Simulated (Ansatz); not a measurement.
AlH₂I, SMILES [AlH2][I], an atomisation energy

Computed with Ansatz 0.2.0 through its Python package.

Notebook, run cell by cell (the value of a cell's last expression is shown):

```python
from collections import Counter

import ansatz as az
```

```python
def single_point(molecule, charge=0, unpaired=0):
    calc = (
        molecule.calculation()
        .basis(gaussian="x2c-TZVPPall")
        .functional("cam_b3lyp")
    )
    if charge:
        calc = calc.charge(charge)
    if unpaired:
        calc = calc.spin("collinear", total=unpaired)
    return calc.run(threads=1, pin="off").report["free_energy_ev"]

system = (
    az.Crystal.molecule()
    .atom("Al", (-0.1682, 0.0038, -0.1108))
    .atom("I", (1.9796, -0.5748, 1.0809))
    .atom("H", (-1.6168, -0.6613, 0.2816))
    .atom("H", (-0.1392, 1.172, -1.272))
)
```

```python
# Hund ground states
unpaired = {"Al": 1, "I": 1, "H": 1}
counts = Counter(site.symbol for site in system.cartesian_sites)
atom_energy = {s: single_point(az.Crystal.molecule().atom(s, (0, 0, 0)), 0, unpaired[s]) for s in counts}
whole = single_point(system, 0, 0)
for s, e in atom_energy.items():
    print(f"{s:2s} x{counts[s]}  {e:14.5f} eV")
print(f"AlH2I: {whole:.5f} eV")
split = sum(counts[s] * e for s, e in atom_energy.items()) - whole
print(f"atomisation energy (no zero-point term): {23.060548 * split:.1f} kcal/mol, {split / sum(counts.values()):.3f} eV an atom")
```

    Al x1     -6607.17536 eV
    I  x1   -193640.33203 eV
    H  x2       -13.57353 eV
    AlH2I: -200283.82379 eV
    atomisation energy (no zero-point term): 211.4 kcal/mol, 2.292 eV an atom

211.4 kcal/mol from the electronic energies, without the zero-point term.

Reading the output:
- Total energies depend on the basis set; only differences at equal settings carry meaning.
- The geometry is a force-field or estimated start, not a minimum of this method, and the basis set is short of its limit. All parts are taken at fixed geometry, without zero-point energy.
- The spin-orbit lowering of heavy atoms is left out.
- Timing: 6.9 s on 1 thread of Arm Neoverse V1 (shared host), peak memory 0.36 GiB.
